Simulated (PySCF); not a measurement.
# One shape, several levels: CH4Se (SMILES C[SeH])

We compute a comparison of 6 runs (HF/3-21G, HF/def2-SVP, B3LYP/6-31G*, PBE0/def2-SVP, B2PLYP/def2-TZVP, MP2/6-31G**) of CH4Se. Input form: a Python script.

The results are computed with PySCF 2.14.0.

### 1 The system as given

CH4Se: 6 atoms, total charge 0, spin state singlet. As SMILES, `C[SeH]`. The shape is that of a PBE0-D4/def2-TZVP optimisation.

Bond lengths: C1–Se2 1.949 Å, C1–H3 1.087 Å, C1–H4 1.089 Å, C1–H5 1.088 Å, Se2–H6 1.468 Å. Angles: C1–Se2–H6 95.4°, Se2–C1–H3 110.6°, Se2–C1–H4 106.0°, Se2–C1–H5 110.6°, H3–C1–H4 109.3°, H3–C1–H5 110.9°, H4–C1–H5 109.3°.

### 2 Energy and forces at HF/3-21G (run 1)

calc.py

```python
# C[SeH]
import pyscf.grad
from pyscf import gto, scf

mol = gto.Mole()
mol.atom = '''
C     -0.134400    -0.353500    -0.393800
Se     0.854300     0.256800     1.170700
H     -1.197900    -0.413200    -0.174800
H      0.243900    -1.350000    -0.617200
H      0.051300     0.300400    -1.242700
H      0.182800     1.559600     1.257800
'''
mol.max_memory = 1860
mol.charge = 0
mol.verbose = 3
mol.basis = '3-21g'
mol.build()

mf = scf.RHF(mol)
mf.conv_tol = 1e-10
mf.kernel()
if not mf.converged:
    mf = mf.newton().run(mf.mo_coeff, mf.mo_occ)

energy = mf.e_tot
print(f'total energy: {energy:.8f} hartree')
grad = mf.Gradients().kernel()
dip = mf.dip_moment()
pop, q = mf.mulliken_pop()
```

Command:

```console
$ OMP_NUM_THREADS=1 python calc.py
```

Output:

```text
converged SCF energy = -2428.44208781029
total energy: -2428.44208781 hartree
[... 9 lines left out ...]
Dipole moment(X, Y, Z, Debye): -1.00612,  0.16604, -1.06501
[... 46 lines left out ...]
charge of    5H =     -0.01800
```

Wall time 1.6 s (1 thread of Intel Xeon at 2.70GHz, shared host); peak memory 0.12 GiB.

### 3 Energy and gradient at HF/def2-SVP (run 2)

job.py

```python
from pyscf import gto

system = gto.M(
    atom='''
C     -0.253979    -0.668018    -0.744174
Se     1.614393     0.485282     2.212302
H     -2.263703    -0.780835    -0.330324
H      0.460904    -2.551130    -1.166339
H      0.096943     0.567674    -2.348363
H      0.345442     2.947217     2.376898
''',
    verbose=4,
    spin=0,
    unit='bohr',
    basis='def2-svp',
    max_memory=1860,
    charge=0,
)

myscf = system.RHF()
myscf.conv_tol = 1e-10
myscf.kernel()
if not myscf.converged:
    myscf = myscf.newton().run(myscf.mo_coeff, myscf.mo_occ)

etot = myscf.e_tot
print('E = %.10f Eh' % etot)
grad = myscf.nuc_grad_method().kernel()
dip = myscf.dip_moment()
pop, q = myscf.mulliken_pop()
```

Command:

```console
$ OMP_NUM_THREADS=1 python job.py
```

Output:

```text
PySCF version 2.14.0

[... 60 lines left out ...]
converged SCF energy = -2439.70681789159
[... 13 lines left out ...]
Dipole moment(X, Y, Z, Debye): -1.01150,  0.10285, -1.11363
[... 73 lines left out ...]
charge of    5H =      0.03106
```

It took 4.2 s on 1 thread of Intel Xeon at 2.70GHz, shared host; peak memory 0.14 GiB.

Runs 3 to 5 aren't shown in full; the table further down has their settings and results.

### 4 Energy and gradient at MP2/6-31G(d,p) (spherical functions) (run 6)

input.py

```python
import pyscf.grad
from pyscf import gto, mp

mol = gto.M(
    atom='''
C       -0.134400      -0.353500      -0.393800
Se       0.854300       0.256800       1.170700
H       -1.197900      -0.413200      -0.174800
H        0.243900      -1.350000      -0.617200
H        0.051300       0.300400      -1.242700
H        0.182800       1.559600       1.257800
''',
    max_memory=1860,
    charge=0,
    basis='6-31g**',
    verbose=3,
    spin=0,
)

hf = mol.RHF()
hf.conv_tol = 1e-10
hf.kernel()
if not hf.converged:
    hf = hf.newton().run(hf.mo_coeff, hf.mo_occ)

pt = mp.MP2(hf, frozen=10).run()
e_tot = pt.e_tot
print('E = %.10f Eh' % e_tot)
grad = pt.Gradients().kernel()
dip = hf.dip_moment()
pop, q = hf.mulliken_pop()
```

Command:

```console
$ OMP_NUM_THREADS=1 python input.py
```

Output:

```text
converged SCF energy = -2439.73151648009
[... 12 lines left out ...]
Dipole moment(X, Y, Z, Debye): -1.09958,  0.08888, -1.22599
[... 73 lines left out ...]
charge of    5H =      0.03418
```

It took 11 s on 1 thread of Intel Xeon at 2.70GHz, shared host; peak memory 0.42 GiB.

### 5 All runs side by side

```tsv
run	level	Cartesian functions	integration grid	energy (Eh)	dipole moment (D) of the reference	HOMO energy (eV)	LUMO energy (eV)	wall time
1	HF/3-21G	no	–	-2428.442088	1.47	-9.02	4.52	1.6 s
2	HF/def2-SVP	no	–	-2439.706818	1.51	-9.06	3.84	4.2 s
3	B3LYP/6-31G* (Cartesian functions)	yes	5	-2441.802642	1.59	-6.10	0.29	16 s
4	PBE0/def2-SVP	no	5	-2441.398792	1.41	-6.34	0.50	15 s
5	B2PLYP/def2-TZVP	no	5	-2441.650081	1.47	-7.45	1.21	20 s
6	MP2/6-31G** (spherical functions)	no	–	-2440.143433	1.65	-9.07	4.00	11 s
```

### 6 Outcome

| quantity | value |
| --- | --- |
| run 6: total energy | -2440.14343 Eh |
| run 6: dipole moment (Hartree–Fock density) | 1.65 D |
| run 6: HOMO energy (Hartree–Fock orbitals) | -9.07 eV |
| run 6: LUMO energy (Hartree–Fock orbitals) | 4.00 eV |
| run 6: HOMO–LUMO gap (Hartree–Fock orbitals) | 13.06 eV |
| run 6: correlation energy (10 core orbitals frozen) | -411.9 mEh |
| run 6: largest force on an atom | 0.381 eV/Å |

In words: Over runs 1, 2, 3, 4, 5 the dipole moment (its size) runs from 1.41 D (PBE0/def2-SVP) to 1.59 D (B3LYP/6-31G*). The two ends differ in method and basis. Over runs 1, 2, 3, 4, 5 the HOMO–LUMO gap runs from 6.39 eV (B3LYP/6-31G*) to 13.53 eV (HF/3-21G). Totals of different functionals can't be ranked against each other. All runs together took 68 s, the longest 20 s.
